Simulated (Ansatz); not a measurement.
## Ta, space group P6_3/mmc: a relaxation of cell and ions, step by step

Program: Ansatz 0.2.0 through its Python package.

The cells in order, each with its output:

```python
import json

import ansatz as az
from ase.data import atomic_numbers
import matplotlib.pyplot as plt
import numpy as np
import spglib
```

```python
def edges_and_angles(cell):
    cell = np.asarray(cell)
    a, b, c = np.linalg.norm(cell, axis=1)
    cosines = cell[1] @ cell[2] / (b * c), cell[0] @ cell[2] / (a * c), cell[0] @ cell[1] / (a * b)
    return (a, b, c, *np.degrees(np.arccos(cosines)))
```

```python
system = (
    az.Lattice.of([2.90037, 0.0, 0.0], [-1.45019, 2.5118, 0.0], [0.0, 0.0, 5.16627])
    .atom('Ta', [2 / 3, 1 / 3, 0.75])
    .atom('Ta', [1 / 3, 2 / 3, 0.25])
)
```

```python
# only the volume may change
calc = (
    system.calculation()
    .occupations(az.OccupationsMethod.FERMI_DIRAC, width=0.15)
    .kpoints(11, 11, 6)
    .functional('r2SCAN')
    .relax(force_tolerance=0.03, fix_cell=['shape'])
)
out = calc.run(events_out='ta.ndjson')
with open('ta.ndjson') as stream:
    events = [json.loads(line) for line in stream]
steps = [e['data'] for e in events if e['event'] == 'relax_step']
r = out.report
```

    DeckWarning: basis.ecutwfc = 500 eV, auto-derived from the records' recommended cutoffs: set by Ta (their level for a meta-GGA)

```python
out.unlabelled_reasons
```

```python
[(site.symbol, site.position_frac.round(4).tolist()) for site in out.lattice.sites]
```

    [(<Element.TA: 'Ta'>, [0.6667, 0.3333, 0.75]), (<Element.TA: 'Ta'>, [0.3333, 0.6667, 0.25])]

```python
r['mixing_algorithm'], r['preconditioner'], r['eigensolver']
```

    ('MSR1', 'Kerker', 'band_cg')

```python
for s in steps:
    flag = '' if s['accepted'] else '  (rejected)'
    print('step %2d  E = %.5f eV  largest force component = %.4f eV/A%s' % (s['step'], s['lagrangian_ev'], s['allowed_force_max_ev_ang'], flag))
```

    step  1  E = -19888.11802 eV  largest force component = 0.0000 eV/A
    step  2  E = -19888.07176 eV  largest force component = 0.0000 eV/A  (rejected)
    step  3  E = -19888.12336 eV  largest force component = 0.0000 eV/A
    step  4  E = -19888.12339 eV  largest force component = 0.0000 eV/A
    step  5  E = -19888.12318 eV  largest force component = 0.0000 eV/A

```python
first, last = steps[0], steps[-1]
symbols = [site.symbol for site in out.lattice.sites]
print(f'energy gained {first["lagrangian_ev"] - last["lagrangian_ev"]:.4f} eV in {len(steps) - 1} steps')
for label, vectors in (('before', first['cell_ang']), ('after', out.lattice.cell_ang)):
    print(label, 'a b c (A) {:.4f} {:.4f} {:.4f}  angles {:.2f} {:.2f} {:.2f}'.format(*edges_and_angles(vectors)), f' V = {abs(np.linalg.det(vectors)):.3f} A^3')
print('final stress xx yy zz (GPa, compression positive):', np.round(np.diag(r['stress_gpa']), 3) + 0.0)
```

    energy gained 0.0052 eV in 4 steps
    before a b c (A) 2.9004 2.9004 5.1663  angles 90.00 90.00 120.00  V = 37.637 A^3
    after a b c (A) 2.8857 2.8857 5.1402  angles 90.00 90.00 120.00  V = 37.070 A^3
    final stress xx yy zz (GPa, compression positive): [ 0.293  0.293 -0.582]

```python
print('atom   start x y z (A)              end x y z (A)')
for symbol, a, b in zip(symbols, first['positions_ang'], last['positions_ang']):
    print(f'{symbol:3s}', ' '.join(f'{v:8.4f}' for v in a), '  ', ' '.join(f'{v:8.4f}' for v in b))
```

    atom   start x y z (A)              end x y z (A)
    Ta    1.4502   0.8373   3.8747      1.4429   0.8330   3.8552
    Ta   -0.0000   1.6745   1.2916     -0.0000   1.6661   1.2851

```python
change = np.array(last['positions_ang']) @ np.linalg.inv(last['cell_ang']) - np.array(first['positions_ang']) @ np.linalg.inv(first['cell_ang'])
moved = np.linalg.norm(change @ np.array(last['cell_ang']), axis=1)
print('displacement within the cell, strain taken out (A):', ' '.join(f'{s}:{d:.3f}' for s, d in zip(symbols, moved)))
```

    displacement within the cell, strain taken out (A): Ta:0.000 Ta:0.000

```python
fractions = [site.position_frac for site in out.lattice.sites]
numbers = [atomic_numbers[s] for s in symbols]
for tolerance in (1e-3, 1e-2, 1e-1):
    print(f'space group at {tolerance} A:', spglib.get_spacegroup((out.lattice.cell_ang, fractions, numbers), symprec=tolerance))
```

    space group at 0.001 A: P6_3/mmc (194)
    space group at 0.01 A: P6_3/mmc (194)
    space group at 0.1 A: P6_3/mmc (194)

```python
fig, (top, bottom) = plt.subplots(2, 1, sharex=True, figsize=(4.5, 4))
top.plot([s['lagrangian_ev'] - last['lagrangian_ev'] for s in steps], 'o-')
top.set_ylabel('E - E(final) (eV)')
bottom.semilogy([max(s['allowed_force_max_ev_ang'], 1e-6) for s in steps], 's-')
bottom.set(xlabel='step', ylabel='largest force (eV/A)')
fig.tight_layout()
fig.savefig('relax.png', dpi=100)

n_atoms = len(r['lattice']['sites'])
print('F =', round(r['free_energy_ev'], 4), 'eV for', n_atoms, 'atoms')
print('E(sigma -> 0) =', round(r['energy_sigma0_ev'], 4), 'eV, TS =', round(r['entropy_ts_ev'], 5), 'eV')
print('closed by', r['closed_by'], 'after', r['n_iterations'], 'iterations')
```

    F = -19888.1232 eV for 2 atoms
    E(sigma -> 0) = -19888.0346 eV, TS = 0.17724 eV
    closed by deck_thresholds after 5 iterations

Caveats:
- Total energies depend on the potentials; only differences at equal settings carry meaning. A total without «per atom» is that of the cell as typed.
- Forces vanish by symmetry, so the ions can't move, and the end may be a saddle.
- The mesh is modest for a metal, so energies can be off by several to tens of meV an atom and pressures by half a GPa or more; differences at equal mesh fare better.
- Energies along a relaxation are free energies. Rows at an unchanged volume are solved on a plane-wave basis chosen afresh for that cell, so the energy jumps there and such rows are no steps of the walk.
- Spin-orbit coupling, which matters for elements this heavy, is left out.
- This isn't the structure that Ta takes at ambient conditions.
- Warnings are shown shortened and without file and line.
- Finished in 28 s on 1 thread of Arm Neoverse V1, on a shared host, peak memory 0.57 GiB.
